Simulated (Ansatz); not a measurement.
# PbO: properties at the relaxed cell

Aim: for PbO, relax it again with other functionals.

The COD entry's cell or inner coordinates are ideal or old and differ from later refinements, so a difference from it is no clean test against experiment.

Computed with Ansatz 0.2.0 (DFT PBE+D3(BJ), scalar-relativistic, plane waves, PAW, unless a step's input says otherwise).

4 further runs of the same task are left out: 2 that didn't finish, 2 set aside as unsound or not needed.

## Step 1: Starting point

Symmetry: P4/nmm, No. 129, tetragonal system. The conventional cell has a = 4.034 Å, b = 4.034 Å, c = 4.993 Å, α = 90.00°, β = 90.00°, γ = 90.00°. Pb (site symmetry 4mm) has 4 O at 2.34 Å as nearest neighbours. O (site symmetry -4m2) is surrounded by 4 Pb at 2.34 Å.

Structure file:

```xyz
4
Lattice="4.0344 0.0000 0.0000 0.0000 4.0344 0.0000 0.0000 0.0000 4.9932" Properties=species:S:1:pos:R:3 pbc="T T T"
Pb    0.0000    2.0172    1.1871
Pb    2.0172    0.0000    3.8061
O     0.0000    0.0000    0.0000
O     2.0172    2.0172    0.0000
```

This cell was relaxed beforehand with the same method: volume 20.32 Å³/atom, gap on the mesh 1.27 eV.

## Step 2: The cell under LDA

Contents of input.yaml:

```yaml
crystal:
  lattice:
    - [4.0343848471, 0.0, 0.0]
    - [0.0, 4.0343848471, 0.0]
    - [0.0, 0.0, 4.993216203]
  atoms:
    - { symbol: Pb, position: [0.0, 0.5, 0.2377510646] }
    - { symbol: Pb, position: [0.5, 0.0, 0.7622489354] }
    - { symbol: O, position: [0.0, 0.0, 0.0] }
    - { symbol: O, position: [0.5, 0.5, 0.0] }
basis:
  ecutwfc: 420
kpoints:
  mp_grid: { grid: [8, 8, 6] }
hamiltonian:
  xc: lda
scf:
  occupations: { method: gaussian, width: 0.02 }
output:
  forces: true
  stress: true
  eigenvalues: true
relax:
  adjacent_minimum: "off"
  f_tol: 0.005
  max_steps: 50
  cell: { stress_tol: 0.05 }
```

Launch:

```console
ansatz run input.yaml --threads 1 --pin off --max-ram 2560MiB --backend cpu --events-out ev --progress --plain --runs-dir out
```

## Step 3: Relaxing with PBE

input.yaml, as its differences from that of step 2:

```diff
@@ -15,3 +15,3 @@
 hamiltonian:
-  xc: lda
+  xc: pbe
 scf:
```

(Steps that only read results are left out.)

Q: Predict the outcome of this session.

**Answer**, as computed:

The volumes rise in the order LDA, PBE+D3(BJ), PBE, over 20.9 %. PBE+D3(BJ) comes nearest to the reported cell (+1.9 %). These runs have no spin-orbit coupling; with Pb it would split and shift bands.
